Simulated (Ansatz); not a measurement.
**C2H6ClNSn: a ladder of functionals and wavefunction methods**

An exercise on one series of results from a longer session: the logs are not shown, and one member is left open.

Program: Ansatz 0.2.0, Gaussian basis. Level of theory: functionals in def2-TZVPP, the program's frozen cores in correlated methods. These are calculated values, not measurements.

The runs, in order: LDA (SPW92), PBE-D4, revPBE-D4, BLYP-D4, r2SCAN-D4, B97M-V, PBE0-D4, B3LYP-D4, r2SCANh-D4, r2SCAN0-D4, HSE06-D4, BHLYP-D4, CAM-B3LYP-D4, LC-ωPBE, ωB97X-V, ωB97M-V, B2PLYP, PBE-QIDH; CCSD(T)/def2-SVP; CCSD(T)/def2-TZVPP; MP2/def2-QZVPP; extrapolation to the limit; RPA on PBE.

1 further run of the same task is left out (for a known fault of the program).

## The geometry

All runs share one geometry, relaxed beforehand with PBE0-D4 in a triple-zeta def2 set. Sn takes the def2 core potential; no spin-orbit term is included.

11 atoms, charge 0, spin multiplicity 1.

Atoms are counted from 1 here; the program's logs count them from 0.

Bond lengths: C1–N2 1.442 Å, C1–H6 1.095 Å, C1–H7 1.099 Å, C1–H8 1.099 Å, N2–C3 1.440 Å, N2–Sn4 2.021 Å, C3–H9 1.090 Å, C3–H10 1.099 Å, C3–H11 1.099 Å, Sn4–Cl5 2.391 Å. Angles: N2–C1–H6 111.0°, N2–C1–H7 111.6°, N2–C1–H8 111.6°, H6–C1–H7 107.6°, H6–C1–H8 107.6°, H7–C1–H8 107.3°, C1–N2–C3 112.8°, C1–N2–Sn4 118.4°, C3–N2–Sn4 128.8°, N2–C3–H9 110.7°, N2–C3–H10 111.0°, N2–C3–H11 111.0°, H9–C3–H10 108.4°, H9–C3–H11 108.4°, H10–C3–H11 107.2°, N2–Sn4–Cl5 96.9°.

The first run:

The input, in.yaml:

```yaml
crystal:
  periodic: [false, false, false]
  atoms:
    - {symbol: C, position_ang: [-0.881341, -0.236176, 1.148087]}
    - {symbol: N, position_ang: [-0.278242, 0.143246, -0.105469]}
    - {symbol: C, position_ang: [1.093788, -0.278601, -0.215924]}
    - {symbol: Sn, position_ang: [-1.402070, 1.158547, -1.444126]}
    - {symbol: Cl, position_ang: [0.280559, 1.368138, -3.130131]}
    - {symbol: H, position_ang: [-1.922886, 0.098838, 1.200525]}
    - {symbol: H, position_ang: [-0.347606, 0.203172, 2.002372]}
    - {symbol: H, position_ang: [-0.875729, -1.326517, 1.285302]}
    - {symbol: H, position_ang: [1.514062, 0.025675, -1.174215]}
    - {symbol: H, position_ang: [1.178390, -1.371251, -0.131441]}
    - {symbol: H, position_ang: [1.706278, 0.157929, 0.585620]}
basis:
  gaussian: {orbitals: def2-TZVPP}
hamiltonian: {xc: lda}
output: {orbitals: {seedname: orbitals}}
```

Run with:

```bash
> ansatz run in.yaml --threads 4 --pin off --events-out ev --progress --plain --max-ram 10444MiB
```

Among the steps run: LDA; PBE-D4 (GGA); revPBE-D4 (GGA); BLYP-D4 (GGA); r2SCAN-D4 (meta-GGA); B97M-V (meta-GGA); PBE0-D4 (hybrid); B3LYP-D4 (hybrid); r2SCANh-D4 (hybrid); r2SCAN0-D4 (hybrid); HSE06-D4 (hybrid); BHLYP-D4 (hybrid); CAM-B3LYP-D4 (range-separated); LC-ωPBE (range-separated); ωB97X-V (range-separated); ωB97M-V (range-separated); B2PLYP (double hybrid); PBE-QIDH (double hybrid).

One table of the session follows, with a row left open; its other results are not shown here.

It belongs to the step «Frontier levels by functional». 

| functional | HOMO (eV) | LUMO (eV) | gap (eV) |
| --- | --- | --- | --- |
| LDA (SPW92) | -5.65 | -2.89 | 2.76 |
| PBE-D4 | -5.49 | -2.68 | 2.81 |
| revPBE-D4 | -5.43 | -2.60 | 2.82 |
| BLYP-D4 | ? | ? | ? |
| r2SCAN-D4 | -5.72 | -2.64 | 3.08 |
| B97M-V | -5.74 | -2.66 | 3.08 |
| PBE0-D4 | -6.63 | -2.07 | 4.56 |
| B3LYP-D4 | -6.43 | -2.27 | 4.16 |
| r2SCANh-D4 | -6.15 | -2.40 | 3.74 |
| r2SCAN0-D4 | -6.80 | -2.05 | 4.75 |
| HSE06-D4 | -6.23 | -2.43 | 3.81 |
| BHLYP-D4 | -7.71 | -1.40 | 6.31 |
| CAM-B3LYP-D4 | -7.93 | -1.19 | 6.74 |
| LC-ωPBE | -9.23 | -0.18 | 9.05 |
| ωB97X-V | -8.91 | -0.26 | 8.65 |
| ωB97M-V | -8.83 | -0.41 | 8.42 |

Estimate the missing values for BLYP-D4.

Worked estimate for «HOMO (eV)». Against the share of exact exchange, B3LYP-D4 (0.2, -6.43), BHLYP-D4 (0.5, -7.71) give a slope of -4.27 per unit share; at 0 the line stands at -5.58.

The run gave: HOMO (eV): -5.37; LUMO (eV): -2.60; gap (eV): 2.77. In «HOMO (eV)» the line misses by -0.21.
